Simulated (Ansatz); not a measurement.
**C2H5BClF: one species, many methods**

The task here is to estimate one member of a computed series from the others.

Computed with Ansatz 0.2.0, Gaussian basis. Level: functionals in def2-TZVPP, the program's frozen cores in correlated methods.

Plan: PBE-D4, r2SCAN-D4, PBE0-D4, B3LYP-D4, ωB97X-V, ωB97M-V, B2PLYP; CCSD(T)/def2-TZVPP; MP2/def2-QZVPP; extrapolation to the limit.

**The geometry**

An earlier PBE0-D4 in a triple-zeta def2 set relaxation fixed the geometry.

SMILES `BC(C)(F)Cl`, 10 atoms, charge 0, spin multiplicity 1.

Atoms are counted from 1 here; the program's logs count them from 0.

Bond lengths: B1–C2 1.553 Å, B1–H6 1.192 Å, B1–H7 1.191 Å, C2–C3 1.488 Å, C2–F4 1.338 Å, C2–Cl5 1.947 Å, C3–H8 1.088 Å, C3–H9 1.091 Å, C3–H10 1.094 Å. Angles: C2–B1–H6 117.8°, C2–B1–H7 118.1°, H6–B1–H7 122.7°, B1–C2–C3 127.0°, B1–C2–F4 119.0°, B1–C2–Cl5 72.1°, C3–C2–F4 110.9°, C3–C2–Cl5 109.5°, F4–C2–Cl5 107.6°, C2–C3–H8 110.6°, C2–C3–H9 111.5°, C2–C3–H10 107.2°, H8–C3–H9 110.2°, H8–C3–H10 108.7°, H9–C3–H10 108.5°.

As a file:

```xyz
10
charge 0, multiplicity 1
B    -1.0964    0.8192    0.5143
C     0.2232    0.0073    0.4096
C     0.6084   -0.9391   -0.6714
F     0.9338   -0.2208    1.5197
Cl    0.5940    1.8313   -0.1625
H    -1.8590    0.7612   -0.4007
H    -1.3980    1.2665    1.5757
H     0.1203   -0.6710   -1.6060
H     1.6904   -0.9721   -0.8066
H     0.2662   -1.9337   -0.3690
```

The first run:

Input file in.yaml:

```yaml
crystal:
  periodic: [false, false, false]
  atoms:
    - {symbol: B, position_ang: [-1.096445, 0.819150, 0.514264]}
    - {symbol: C, position_ang: [0.223200, 0.007275, 0.409641]}
    - {symbol: C, position_ang: [0.608414, -0.939119, -0.671399]}
    - {symbol: F, position_ang: [0.933782, -0.220839, 1.519732]}
    - {symbol: Cl, position_ang: [0.594028, 1.831349, -0.162458]}
    - {symbol: H, position_ang: [-1.858955, 0.761190, -0.400706]}
    - {symbol: H, position_ang: [-1.397952, 1.266522, 1.575726]}
    - {symbol: H, position_ang: [0.120301, -0.670980, -1.605982]}
    - {symbol: H, position_ang: [1.690442, -0.972085, -0.806590]}
    - {symbol: H, position_ang: [0.266185, -1.933663, -0.369030]}
basis:
  gaussian: {orbitals: def2-TZVPP}
hamiltonian: {xc: pbe, dispersion: d4}
output: {forces: true, orbitals: {seedname: orbitals}}
```

The run is started by

```
> ansatz run in.yaml --threads 4 --pin off --events-out ev --progress --plain --max-ram 10444MiB
```

Among the steps run: PBE-D4 (GGA); r2SCAN-D4 (meta-GGA); PBE0-D4 (hybrid); B3LYP-D4 (hybrid); ωB97X-V (range-separated); ωB97M-V (range-separated); B2PLYP (double hybrid); CCSD(T) in def2-TZVPP; MP2 in def2-QZVPP.

One of the session's tables, all rows but one given; the rest of the session is left out.

It belongs to the step «Atomisation energies». 

| method | atomisation energy (kcal/mol) |
| --- | --- |
| PBE-D4 | 902.1 |
| r2SCAN-D4 | 885.0 |
| PBE0-D4 | 884.7 |
| B3LYP-D4 | 875.9 |
| ωB97X-V | 877.7 |
| ωB97M-V | 881.0 |
| B2PLYP | 867.1 |
| HF/def2-TZVPP | 647.4 |
| MP2/def2-TZVPP | 871.6 |
| CCSD/def2-TZVPP | 838.0 |
| CCSD(T)/def2-TZVPP | 852.5 |
| MP2/CBS | 892.0 |
| CCSD(T)/CBS | ? |

**Question.** Estimate the row for CCSD(T)/CBS.

As computed: atomisation energy (kcal/mol): 872.9. In the column «atomisation energy (kcal/mol)» it lies between MP2/def2-TZVPP (871.6) and B3LYP-D4 (875.9).
